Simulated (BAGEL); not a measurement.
# C2H4Ge (Ge(CCH)H3): HF/aug-cc-pVDZ (density fitting with qzvpp-jkfit)

What is the electronic atomisation energy of C2H4Ge (Ge(CCH)H3) at HF/aug-cc-pVDZ (density fitting with qzvpp-jkfit)? 

Program for the calculation: BAGEL 1.2.2.

26 further runs of the same task are left out: 9 that didn't finish, 17 set aside as unsound or not needed.

### Step 1. The system as given

The species is C2H4Ge (7 atoms), meant as a singlet with charge 0. SMILES: `[H][Ge]([H])([H])[C]#C`. The shape comes from GFN2-xTB, which is rough for such elements, and wasn't checked as a minimum.

Bond lengths: Ge1–C2 1.890 Å, C2–C3 1.203 Å, C3–H4 1.053 Å, Ge1–H5 1.491 Å, Ge1–H6 1.490 Å, Ge1–H7 1.490 Å. Angles: Ge1–C2–C3 179.4°, C2–Ge1–H5 108.9°, C2–Ge1–H6 109.0°, C2–Ge1–H7 108.7°, C2–C3–H4 179.5°, H5–Ge1–H6 110.0°, H5–Ge1–H7 110.1°, H6–Ge1–H7 110.1°.

### Step 2. The energy at HF/aug-cc-pVDZ (density fitting with qzvpp-jkfit)

input.json reads:

```json
{ "bagel" : [

{
  "title" : "molecule",
  "basis" : "aug-cc-pvdz.json",
  "df_basis" : "qzvpp-jkfit",
  "angstrom" : true,
  "geometry" : [
    { "atom" : "Ge", "xyz" : [    0.003400,    0.010060,   -1.097620 ] },
    { "atom" : "C", "xyz" : [   -0.003950,    0.001180,    0.792420 ] },
    { "atom" : "C", "xyz" : [   -0.008540,   -0.017800,    1.995170 ] },
    { "atom" : "H", "xyz" : [   -0.007790,   -0.026800,    3.048120 ] },
    { "atom" : "H", "xyz" : [    1.415910,    0.016470,   -1.573760 ] },
    { "atom" : "H", "xyz" : [   -0.703620,    1.229710,   -1.579890 ] },
    { "atom" : "H", "xyz" : [   -0.695410,   -1.212820,   -1.584440 ] }
  ]
},
{
  "title" : "hf",
  "charge" : 0
},
{
  "title" : "print",
  "file" : "orbitals.molden",
  "orbitals" : true
}

]}
```

The basis set aug-cc-pVDZ is read from a file made from the Basis Set Exchange's data (not shown).

Run with:

```sh
$ BAGEL_NUM_THREADS=1 BAGEL input.json > input.out
```

The log of the run:

```text
* using 1 threads per process

  ===============================================================
  ===============================================================

  *** Geometry ***

[... 20 lines left out ...]
  === Nuclear Repulsion ===
   151.9464911245

      * DIIS with orbital gradients will be used.

  === RHF iteration (aug-cc-pvdz.json) ===
      0      -2153.18013718          0.01401318           0.10
      1      -2153.30357499          0.00721771           0.10
      2      -2153.33049725          0.00159085           0.10
[... 8 lines of this table left out ...]
     11      -2153.33243968          0.00000001           0.10
    * SCF iteration converged.

    * Permanent dipole moment:
           (   -0.001700,     0.001388,     0.003187) a.u.

    * METHOD: HF                                   1.41

    * METHOD: PRINT                                0.02

  ===============================================================
```

Run time: 2 s. Hardware: 1 thread of Intel Xeon Platinum 8488C (Sapphire Rapids), shared host; peak memory 0.16 GiB.

### Step 3. The C atom, same level

input.json reads:

```json
{ "bagel": [

{
  "title": "molecule",
  "basis": "aug-cc-pvdz.json",
  "df_basis": "qzvpp-jkfit",
  "angstrom": true,
  "geometry": [
    { "atom": "C", "xyz": [       0.000000,       0.000000,       0.000000 ] }
  ]
},

{ "title": "uhf", "nopen": 2 },

{ "title": "print", "file": "orbitals.molden", "orbitals": true }

]}
```

The basis set aug-cc-pVDZ is read from a file made from the Basis Set Exchange's data (not shown).

Run the same way, it converges to -37.68776 Eh (log not shown).

### Step 4. The Ge atom at the same level

hf.json reads:

```json
{ "bagel": [

{
  "title": "molecule",
  "basis": "aug-cc-pvdz.json",
  "df_basis": "qzvpp-jkfit",
  "angstrom": true,
  "geometry": [
    { "atom": "Ge", "xyz": [       0.000000,       0.000000,       0.000000 ] }
  ]
},

{ "title": "uhf", "nopen": 2 },

{ "title": "print", "file": "orbitals.molden", "orbitals": true }

]}
```

The basis set aug-cc-pVDZ is read from a file made from the Basis Set Exchange's data (not shown).

Run with:

```sh
$ BAGEL_NUM_THREADS=1 BAGEL hf.json > hf.out
```

The log of the run:

```text
* using 1 threads per process

  ===============================================================
  ===============================================================

  *** Geometry ***

  { "atom" : "Ge", "xyz" : [      0.000000,      0.000000,      0.000000 ] },

  Number of auxiliary basis functions:      266

  Since a DF basis is specified, we compute 2- and 3-index integrals:
    o Being stored without compression. Storage requirement is 0.003 GB

  Number of basis functions:       36
  Number of electrons      :       32

    * METHOD: MOLECULE                             0.05

  *** Open-shell HF ***

  === Nuclear Repulsion ===
     0.0000000000

      * DIIS with orbital gradients will be used.

  === UHF iteration (aug-cc-pvdz.json) ===
      0      -2075.25786786          0.00960074           0.01
      1      -2075.28811423          0.00370941           0.01
      2      -2075.29189604          0.00105554           0.01
      3      -2075.29258862          0.00040626           0.01
      4      -2075.29270568          0.00003870           0.01
      5      -2075.29270778          0.00001063           0.01
      6      -2075.29270784          0.00000156           0.01
      7      -2075.29270785          0.00000023           0.01
      8      -2075.29270785          0.00000002           0.01
      9      -2075.29270785          0.00000000           0.01
    * SCF iteration converged.

    * S^2 (UHF) is 2.0106

    * Permanent dipole moment:
           (   -0.000000,     0.000000,    -0.000000) a.u.

    * METHOD: UHF                                  0.21

    * METHOD: PRINT                                0.00

  ===============================================================
```

Wall time 0.48 s (1 thread of Intel Xeon Platinum 8488C (Sapphire Rapids), shared host).

### Step 5. The H atom, same level

hf.json reads:

```json
{ "bagel": [

{
  "title": "molecule",
  "basis": "aug-cc-pvdz.json",
  "df_basis": "qzvpp-jkfit",
  "angstrom": true,
  "geometry": [
    { "atom": "H", "xyz": [    0.000000,    0.000000,    0.000000 ] }
  ]
},
{
  "title": "uhf",
  "charge": 0,
  "nopen": 1
},
{
  "title": "print",
  "file": "orbitals.molden",
  "orbitals": true
}

]}
```

The basis set aug-cc-pVDZ is read from a file made from the Basis Set Exchange's data (not shown).

Run the same way, it converges to -0.49933 Eh (log not shown).

### Step 6. What came out

Level: HF/aug-cc-pVDZ (density fitting with qzvpp-jkfit).

| quantity | value |
| --- | --- |
| molecule: total energy | -2153.33244 Eh |
| molecule: dipole moment | 0.01 D |
| molecule: HOMO energy | -10.88 eV |
| molecule: LUMO energy | 0.91 eV |
| molecule: HOMO–LUMO gap | 11.79 eV |
| C atom: total energy | -37.68776 Eh |
| C atom: dipole moment | 0.00 D |
| C atom: ⟨S²⟩ | 2.010 |
| Ge atom: total energy | -2075.29271 Eh |
| Ge atom: dipole moment | 0.00 D |
| Ge atom: ⟨S²⟩ | 2.011 |
| H atom: total energy | -0.49933 Eh |
| H atom: dipole moment | 0.00 D |
| H atom: ⟨S²⟩ | 0.750 |
| electronic atomisation energy | 18.147 eV |

In words: Taking the molecule apart into free atoms costs 18.15 eV (418 kcal/mol), before zero-point energy and without spin-orbit coupling. Hartree–Fock lacks the correlation of the bonding pairs, which as a rule makes this value much too low; in minimal bases other errors can mask that.
